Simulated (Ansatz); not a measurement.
# GaNH₄ (built from SMILES [NH2][GaH2]): a reaction path by the nudged elastic band

Aim: the minimum-energy path between two given structures and its highest point. Both ends were relaxed at PBE0-D4 in triple zeta.

Method: PBE0-D4/def2-SVP; program: Ansatz 0.2.0, Gaussian basis.

16 further runs of the same task are left out: 16 set aside as unsound or not needed.

## 1. Where the work starts

The first end: 6 atoms, charge 0, spin multiplicity 1.

Atoms are counted from 1 here; the program's logs count them from 0.

Bond lengths: Ga1–H2 1.561 Å, Ga1–N3 1.813 Å, Ga1–H5 1.561 Å, N3–H4 1.006 Å, N3–H6 1.006 Å. Angles: H2–Ga1–N3 116.7°, H2–Ga1–H5 126.5°, N3–Ga1–H5 116.8°, Ga1–N3–H4 124.0°, Ga1–N3–H6 124.1°, H4–N3–H6 111.9°.

As a file:

```
atom     x (Å)     y (Å)     z (Å)
 Ga1   0.11190  -0.75118   0.40346
  H2   1.49741  -0.98064   1.08560
  N3  -0.12491   0.83240  -0.44728
  H4   0.57524   1.55230  -0.50026
  H5  -1.08867  -1.74906   0.38100
  H6  -0.97097   1.09617  -0.92252
```

The second end:

```xyz
6

Ga   -0.91467   -0.56565   -0.10938
H     2.01006   -0.26128    0.95560
N    -0.62523    0.98720   -0.72817
H     1.71198    0.30374    0.56361
H    -0.83557   -1.93270    0.57314
H    -1.34657    1.46869   -1.25480
```

## 2. The band at PBE0-D4/def2-SVP

File neb/in.yaml:

```yaml
crystal:
  periodic: [false, false, false]
  atoms:
    - {symbol: Ga, position_ang: [0.111904, -0.751181, 0.403456]}
    - {symbol: H, position_ang: [1.497412, -0.980641, 1.085605]}
    - {symbol: N, position_ang: [-0.124912, 0.832401, -0.447285]}
    - {symbol: H, position_ang: [0.575239, 1.552304, -0.500263]}
    - {symbol: H, position_ang: [-1.088670, -1.749055, 0.381004]}
    - {symbol: H, position_ang: [-0.970974, 1.096173, -0.922517]}
basis:
  gaussian: {orbitals: def2-SVP}
hamiltonian: {xc: pbe0, dispersion: d4}
neb:
  images: 5
  climbing: true
  max_iterations: 40
  initial_path: idpp
  final_atoms:
    - {symbol: Ga, position_ang: [-0.914674, -0.565650, -0.109380]}
    - {symbol: H, position_ang: [2.010064, -0.261276, 0.955597]}
    - {symbol: N, position_ang: [-0.625229, 0.987198, -0.728174]}
    - {symbol: H, position_ang: [1.711975, 0.303740, 0.563615]}
    - {symbol: H, position_ang: [-0.835566, -1.932698, 0.573140]}
    - {symbol: H, position_ang: [-1.346571, 1.468685, -1.254798]}
```

Command:

```bash
ansatz run in.yaml --threads 2 --pin off --events-out ev --progress --plain --max-ram 4352MiB
```

What does the calculation give? Wanted: from earlier runs: barrier over the separately found saddle, CCSD(T)/def2-TZVPP.

As calculated:

```
                                                                       quantity                                           value
                                                PBE0-D4/def2-SVP, 13 iterations  highest 3.330 eV (image 4), last end +2.836 eV
from earlier runs: barrier over the separately found saddle, CCSD(T)/def2-TZVPP                                        3.327 eV
```

What this shows: The highest image lies 3.330 eV above the first end, and it climbed, so it estimates the saddle. The ends are not quite minima at this level (largest force component 0.41 eV/Å), so the heights are unreliable: relaxing the first end would lower it and raise the barrier above it. The highest image is 0.003 eV above the CCSD(T) barrier in triple zeta, which comes from separate runs on the saddle.
